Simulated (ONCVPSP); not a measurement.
# An ONCV potential for Ga, from input to tests

Task: generate the file, and judge it by its errors in other configurations, its logarithmic derivatives, its ghosts and its cutoff.

Method: ONCVPSP 4.0.1.1 (patched build), PBEsol, scalar-relativistic.

## (1) Settings

Typed settings, in words:

```
element                 : gallium (Ga, Z = 31)
type                    : optimised norm-conserving Vanderbilt (ONCV)
frozen core             : [Ar] 3d10
valence charge          : 3
reference configuration : 4s2 4p1
partial waves           : 4s: rc 1.75 bohr, ncon 4, nbas 7, qcut 3.8 1/bohr, 2 projectors, debl 0.4 Ha; 4p: rc 1.95 bohr, ncon 5, nbas 8, qcut 4.6 1/bohr, 2 projectors, debl 3.9 Ha; d scattering state at 0.28 Ha: rc 1.75 bohr, ncon 4, nbas 7, qcut 4.6 1/bohr, local
local potential         : the d channel
core correction         : polynomial model core, fcfact 0.5
```

The outer shells as boxes (Hund's rule for the drawing; the calculation is spin-unpolarised):

```
[Ar] core
3d [↑↓][↑↓][↑↓][↑↓][↑↓]
4s [↑↓]
4p [↑ ][  ][  ]
```

An earlier all-electron run gives the scale for the radii.

All-electron outer shells of the reference configuration (PBEsol, scalar-relativistic, ld1.x):

| shell | level (eV) | outermost node (bohr) | outermost maximum (bohr) |
| --- | --- | --- | --- |
| 3p | -98.68 | 0.24 | 0.56 |
| 3d | -19.16 | – | 0.53 |
| 4s | -8.96 | 0.81 | 1.90 |
| 4p | -2.57 | 0.87 | 2.53 |

## (2) Generating the potential

Input file Ga.dat:

```
# ATOM AND REFERENCE CONFIGURATION
# atsym  z   nc   nv     iexc    psfile
  Ga 31.00    6    2  -116133      upf
#
#   n    l    f
    1    0    2.00
    2    0    2.00
    2    1    6.00
    3    0    2.00
    3    1    6.00
    3    2   10.00
    4    0    2.00
    4    1    1.00
#
# PSEUDOPOTENTIAL AND OPTIMIZATION
# lmax
    2
#
#   l,   rc,      ep,       ncon, nbas, qcut
    0    1.75    0.00    4    7    3.80
    1    1.95    0.00    5    8    4.60
    2    1.75    0.28    4    7    4.60
#
# LOCAL POTENTIAL
# lloc, lpopt,  rc(5),   dvloc0
    2    5    1.75    0.00
#
# VANDERBILT-KLEINMAN-BYLANDER PROJECTORs
# l, nproj, debl
    0    2    0.40
    1    2    3.90
    2    0    0.50
#
# MODEL CORE CHARGE
# icmod, fcfact, rcfact
    1    0.50    0.00
#
# LOG DERIVATIVE ANALYSIS
# epsh1, epsh2, depsh
   -2.00    5.00    0.02
#
# OUTPUT GRID
# rlmax, drl
    6.00    0.01
#
# TEST CONFIGURATIONS
# ncnf
    4
# nvcnf
#   n    l    f
    2
    4    0    2.00
    4    1    0.00
#
    2
    4    0    1.00
    4    1    0.00
#
    2
    4    0    2.00
    4    1    0.50
#
    2
    4    0    1.00
    4    1    1.00
#
```

On the command line:

```bash
$ oncvpsp.x < Ga.dat > Ga.out
```

**Question.** What will these runs give? Wanted: cutoffs for 1 and 0.1 mHa per electron, occupied waves; bound ghosts; GHOST(+) flags; largest test error; largest phase difference near zero energy, channels read; rms error of d²Exc/dn², without and with the model core.

The runs gave:

| quantity | value |
| --- | --- |
| cutoffs for 1 and 0.1 mHa per electron, occupied waves | 7.5 Ha and 26 Ha |
| bound ghosts | s at -240.08 eV |
| GHOST(+) flags | p at 63 eV |
| largest test error (AE − PS) | -197 meV, for 4s1 4p0 |
| largest phase difference near zero energy, channels read | 0.166 rad |
| rms error of d²Exc/dn², without and with the model core | 6.53 and 0.11 mHa |

A bound ghost (s) makes it unfit for use: electrons can fall into a state that the atom doesn't have. The worst unpolarised test, 4s1 4p0, is off by 197 meV on 26.8 eV; by total energies transferability rates as poor. By its cutoff, 7.5 Ha for the looser tolerance, it is soft on the atom at that tolerance. The tighter tolerance needs 26 Ha, and converged work needs a cutoff nearer that. At the looser tolerance the 4s wave is the slowest; 4p needs 5 Ha. That counts occupied waves only; other projectors can need more. Near zero energy the largest phase difference among the channels read is 0.17 rad, in the d channel. The program also flags highly localised states, GHOST(+) (p). These are tests on the free atom; a crystal test is still owed.
